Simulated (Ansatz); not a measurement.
AlC3, space group Pm-3m: an equation of state with a fit, run with Ansatz's Python interface.

`run_eos.py`:
```python
# -*- coding: utf-8 -*-
"""Equation of state of AlC3."""

import ansatz as az
import numpy as np

VECTORS = np.array([
    [3.207929, 0.0, 0.0],
    [0.0, 3.207929, 0.0],
    [0.0, 0.0, 3.207929],
])
SITES = [
    ("Al", [0.0, 0.0, 0.0]),
    ("C", [0.0, 0.5, 0.5]),
    ("C", [0.5, 0.0, 0.5]),
    ("C", [0.5, 0.5, 0.0]),
]


def crystal_on(cell):
    crystal = az.Crystal(lattice=az.Lattice.of(cell))
    for symbol, position in SITES:
        crystal = crystal.atom(symbol, position)
    return crystal

# scale the volume, keep shape and fractions
volumes, energies, pressures = [], [], []
for scale in np.linspace(0.95, 1.07, 5):
    cell = VECTORS * scale ** (1 / 3)
    base = (
        crystal_on(cell).calculation()
        .functional("pbe")
        .occupations(az.OccupationsMethod.COLD, width=0.01)
        .mixing("broyden", preconditioner="kerker")
        .scf(tolerance=1e-05, extra_bands=16, lower_state_search="off", self_checks="low")
        .basis(500)
        .kpoints(7, 7, 7)
        .stress()
    )
    summary = base.run(threads=1).report
    volumes.append(abs(np.linalg.det(cell)) / len(SITES))
    energies.append(summary["free_energy_ev"] / len(SITES))
    pressures.append(np.trace(summary["stress_gpa"]) / 3)
    print(f"V = {volumes[-1]:8.4f} A^3/atom  F = {energies[-1]:.5f} eV/atom  P = {pressures[-1]:8.3f} GPa")

# third-order Birch-Murnaghan: a cubic in V^(-2/3)
x = np.array(volumes) ** (-2 / 3)
poly = np.polynomial.Polynomial.fit(x, energies, 3).convert()
roots = poly.deriv().roots()
x0 = min((r.real for r in roots if abs(r.imag) < 1e-9 and poly.deriv(2)(r.real) > 0), key=lambda r: abs(r - x.mean()))
v0 = x0 ** -1.5
b0 = 4 / 9 * poly.deriv(2)(x0) * v0 ** (-7 / 3) * 160.21766
b1 = 4 + 2 / 3 * x0 * poly.deriv(3)(x0) / poly.deriv(2)(x0)
print(f"V0 = {v0:.4f} A^3/atom, B0 = {b0:.1f} GPa, dB/dP = {b1:.2f}")
```

Where does the minimum lie against the volume typed, and how stiff is the crystal?

A third-order Birch-Murnaghan fit through the 5 points has its minimum at 8.24 Å³ an atom, 0.1 % below the typed cell, with a bulk modulus of 175 GPa and dB/dP = 4.6. From that minimum the energy rises by 11.8 meV an atom on the compressed side and 20.1 meV on the expanded side.

What the script printed:

Running `python run_eos.py` prints:
```text
DeckWarning: output.stress: scf.convergence.dr2_threshold = 1e-5 eV is looser than the 4e-10 eV advised for a printed stress (1e-10 eV for each atom of the cell: 4). What an SCF threshold leaves in a [...]
V =   7.8404 A^3/atom  F = -319.86809 eV/atom  P =    9.754 GPa
V =   8.0880 A^3/atom  F = -319.87822 eV/atom  P =    3.517 GPa
V =   8.3356 A^3/atom  F = -319.87938 eV/atom  P =   -1.879 GPa
V =   8.5832 A^3/atom  F = -319.87278 eV/atom  P =   -6.548 GPa
V =   8.8308 A^3/atom  F = -319.85981 eV/atom  P =  -10.115 GPa
V0 = 8.2433 A^3/atom, B0 = 175.0 GPa, dB/dP = 4.64
```
(Warnings from the package without file and line, shortened.)

Reading the output:
- These settings explore the input space; cutoff and mesh may be short of convergence.
- The mesh is modest for a metal, so energies can be off by several to tens of meV an atom and pressures by half a GPa or more; differences at equal mesh fare better.
- Pressure is positive in compression.
- The structure comes from a database of computed cells and needn't be a stable or known phase.
- Run time: 3.3 s on 1 thread of Intel(R) Xeon(R) Processor @ 2.30GHz (shared host), peak memory 0.46 GiB.
